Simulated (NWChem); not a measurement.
# Si2H5OF (SMILES O[SiH](F)[SiH3]) at HF/6-31G(d) (spherical functions)

Aim: a structure relaxation of Si2H5OF. 

The results are computed with NWChem 7.3.0.

1 further run of the same task is left out (set aside as unsound or not needed).

## (1) The system as given

Si2H5OF has 9 atoms, charge 0, and is taken as a singlet. As SMILES, `O[SiH](F)[SiH3]`. The coordinates come from a PBE0-D4/def2-TZVP relaxation. This is one conformer, not always the lowest. The run starts from this shape.

Bond lengths: O1–Si2 1.636 Å, Si2–F3 1.603 Å, Si2–Si4 2.339 Å, O1–H5 0.959 Å, Si2–H6 1.488 Å, Si4–H7 1.487 Å, Si4–H8 1.487 Å, Si4–H9 1.486 Å. Some angles: O1–Si2–F3 110.2°, O1–Si2–Si4 106.9°, F3–Si2–Si4 109.3°, O1–Si2–H6 110.6°, F3–Si2–H6 105.0°, Si4–Si2–H6 114.9°, Si2–O1–H5 118.9°, Si2–Si4–H7 109.6°, Si2–Si4–H8 109.5°, Si2–Si4–H9 110.3°.

## (2) A geometry optimisation at HF/6-31G(d) (spherical functions)

The input, test.nw:

```
start test
memory stack 880 mb heap 220 mb global 1100 mb

geometry units angstroms
   O    -0.392500   -0.610800    1.768100
   Si   -0.831500   -0.160600    0.257700
   F    -1.775600    1.133800    0.319400
   Si    1.135000    0.371100   -0.891700
   H    -1.050500   -1.005600    2.343000
   H    -1.664600   -1.215400   -0.380600
   H     0.798700    0.860600   -2.255200
   H     1.981700   -0.845200   -1.013900
   H     1.887800    1.425600   -0.163800
end

basis "ao basis" spherical bse
   * library 6-31G*
end

scf
   thresh 1e-07
   maxiter 80
   print low
end

driver
   maxiter 60
end

freq
   temp 3 298.15 600 900
end

task scf optimize
task scf frequencies
```

On the command line:

```bash
$ nwchem test.nw > test.out
```

Output:

```text
[...]
  functions       =    74
[...]
  wavefunction    = RHF
[...]
         Total SCF energy =   -755.136895322327
[...]
@    0    -755.13689532  0.0D+00  0.01166  0.00261  0.00000  0.00000     17.9
[...]
         Total SCF energy =   -755.137196805286
[...]
@    1    -755.13720380 -3.1D-04  0.00491  0.00115  0.00798  0.02121     40.8
[...]
@    8    -755.13734025 -1.1D-06  0.00008  0.00002  0.00145  0.00433    208.7
[...]
         Total SCF energy =   -755.137340391415
[...]
@    9    -755.13734039 -1.5D-07  0.00005  0.00001  0.00079  0.00191    229.4
[...]
         Total SCF energy =   -755.137340405201
[...]
         Total SCF energy =   -755.137340405201
[...]
                         RHF ENERGY GRADIENTS
    atom               coordinates                        gradient
                 x          y          z           x          y          z
   1 O       2.605369  -2.195092   0.511342    0.000001   0.000006  -0.000003
   2 Si      0.004830  -1.031843  -0.705342    0.000011   0.000003   0.000010
   3 F      -2.385165  -2.397068   0.554059   -0.000011  -0.000007   0.000004
   4 Si     -0.080264   3.296171   0.174055   -0.000006  -0.000003  -0.000005
   5 H       3.003276  -3.924489   0.266513    0.000001  -0.000002  -0.000001
   6 H      -0.150519  -1.634035  -3.421152    0.000000  -0.000000  -0.000004
   7 H      -2.431267   4.417638  -0.833203    0.000006   0.000007   0.000002
   8 H       2.095187   4.533713  -1.062789    0.000001  -0.000001  -0.000002
   9 H       0.040438   3.751885   2.922838   -0.000003  -0.000003  -0.000000
[...]
@   10    -755.13734041 -1.4D-08  0.00001  0.00000  0.00014  0.00040    238.5
[...]
      Optimization converged
[...]
@   10    -755.13734041 -1.4D-08  0.00001  0.00000  0.00014  0.00040    238.5
[...]
         Total SCF energy =   -755.137340405200
      One-electron energy =  -1502.670674511805
      Two-electron energy =    519.581137671904
 Nuclear repulsion energy =    227.952196434700
        Time for solution =      0.7s
[...]
 Zero-Point correction to Energy  =   34.390 kcal/mol  (  0.054804 au)
 Thermal correction to Energy     =   57.248 kcal/mol  (  0.091230 au)
 Thermal correction to Enthalpy   =   59.035 kcal/mol  (  0.094079 au)
 Total Entropy                    =  114.652 cal/mol-K
   - Translational                =   45.064 cal/mol-K (mol. weight =  95.9863)
   - Rotational                   =   29.787 cal/mol-K (symmetry #  =        1)
   - Vibrational                  =   39.800 cal/mol-K
 Cv (constant volume heat capacity) =   37.246 cal/mol-K
   - Translational                  =    2.979 cal/mol-K
   - Rotational                     =    2.979 cal/mol-K
   - Vibrational                    =   31.287 cal/mol-K
[...]
 Normal Eigenvalue ||           Projected Infra Red Intensities
  Mode   [cm**-1]  || [atomic units] [(debye/angs)**2] [(KM/mol)] [arbitrary]
 ------ ---------- || -------------- ----------------- ---------- -----------
    1        0.000 ||    0.000626           0.014         0.610       0.065
    2        0.000 ||    0.000410           0.009         0.399       0.042
    3        0.000 ||    0.000126           0.003         0.123       0.013
    4        0.000 ||    0.000300           0.007         0.293       0.031
    5        0.000 ||    0.000009           0.000         0.008       0.001
    6        0.000 ||    0.000076           0.002         0.074       0.008
    7       96.019 ||    0.000136           0.003         0.133       0.014
    8      161.174 ||    0.003252           0.075         3.170       0.336
    9      220.780 ||    0.020674           0.477        20.154       2.134
   10      240.298 ||    0.073261           1.690        71.418       7.563
   11      378.222 ||    0.135658           3.130       132.246      14.005
   12      466.370 ||    0.001332           0.031         1.298       0.137
   13      581.921 ||    0.052920           1.221        51.590       5.463
   14      595.736 ||    0.049359           1.139        48.118       5.096
[...]
```

It took 4.5 min on 1 thread of Intel Xeon at 2.60GHz (Ice Lake), shared host; peak memory 0.14 GiB.

Steps, from the record of the run:

```
step  energy from the first frame kept (eV)
   0                                 0.0000
   1                                -0.0084
   2                                -0.0106
   3                                -0.0108
   4                                -0.0111
   5                                -0.0114
   6                                -0.0119
   7                                -0.0121
   8                                -0.0121
   9                                -0.0121
  10                                -0.0121
```

After the run. Bond lengths: O1–Si2 1.639 Å, Si2–F3 1.602 Å, Si2–Si4 2.338 Å, O1–H5 0.948 Å, Si2–H6 1.474 Å, Si4–H7 1.478 Å, Si4–H8 1.477 Å, Si4–H9 1.476 Å. Some angles: O1–Si2–F3 109.3°, O1–Si2–Si4 107.8°, F3–Si2–Si4 110.1°, O1–Si2–H6 110.4°, F3–Si2–H6 105.3°, Si4–Si2–H6 113.9°, Si2–O1–H5 119.7°, Si2–Si4–H7 109.7°, Si2–Si4–H8 109.3°, Si2–Si4–H9 110.8°.

## (3) Outcome

At HF/6-31G* (spherical functions):

```
                                                 quantity             value
                                  total energy at the end     -755.13734 Eh
                               lowest harmonic wavenumber           96 cm⁻¹
                              highest harmonic wavenumber         4109 cm⁻¹
                                        zero-point energy      143.9 kJ/mol
ideal-gas entropy at 298.15 K (symmetry number 1 as used)  79.5 cal/(mol K)
```

**Reading.** At the final geometry: Bond lengths: O1–Si2 1.639 Å, Si2–F3 1.602 Å, Si2–Si4 2.338 Å, O1–H5 0.948 Å, Si2–H6 1.474 Å, Si4–H7 1.478 Å, Si4–H8 1.477 Å, Si4–H9 1.476 Å. Some angles: O1–Si2–F3 109.3°, O1–Si2–Si4 107.8°, F3–Si2–Si4 110.1°, O1–Si2–H6 110.4°, F3–Si2–H6 105.3°, Si4–Si2–H6 113.9°, Si2–O1–H5 119.7°, Si2–Si4–H7 109.7°, Si2–Si4–H8 109.3°, Si2–Si4–H9 110.8°. All 21 modes are real, so the shape is a minimum at this level. The optimisation took 11 steps and changed the energy by -0.012 eV.
